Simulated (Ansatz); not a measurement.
The system is VWC2.

```
W V C
1.0
     1.51704    0.87586    4.93389
    -1.51704    0.87586    4.93389
     0.00000   -1.75173    4.93389
W V C
1 1 2
Direct
  0.00000 0.00000 0.00000
  0.50000 0.50000 0.50000
  0.24649 0.24649 0.24649
  0.75351 0.75351 0.75351
```

The cell comes from a database or a generator and needn't be the stable form of this composition.

Base run:

| Item | Value |
| --- | --- |
| Program | Ansatz 0.2.0 |
| Functional | PBE |
| Potentials or basis | Ansatz PAW |
| Cutoff | 420 eV (not typed: the program's choice for these potentials) |
| k mesh | 10 × 10 × 10 |
| Occupations | fermi-dirac, width 0.05 eV |
| Spin | collinear spin, ferromagnetic start |
| Starting moments | [0.0, 2.0, 0.0, 0.0] μB |

Its results: band gap on the k mesh none (metal or under the smearing width); pressure -2.0 GPa; net moment 0.00 μB per cell; largest force 0.094 eV/Å.

Q: The run is repeated on the same cell with these changes: functional from PBE to LDA. What comes out?

A: Band gap on the k mesh none (metal or under the smearing width); pressure -16.8 GPa; net moment 0.00 μB per cell; largest force 0.141 eV/Å.

LDA binds more tightly than PBE, so the same cell stands under less pressure.

Caveats: spin-orbit coupling is left out, which moves the levels of the heavy elements; the starting moments weren't kept; the PAW data sets come from PBE, with cores solved anew for the run's functional, which leaves a small shift of forces and pressure (some runs).
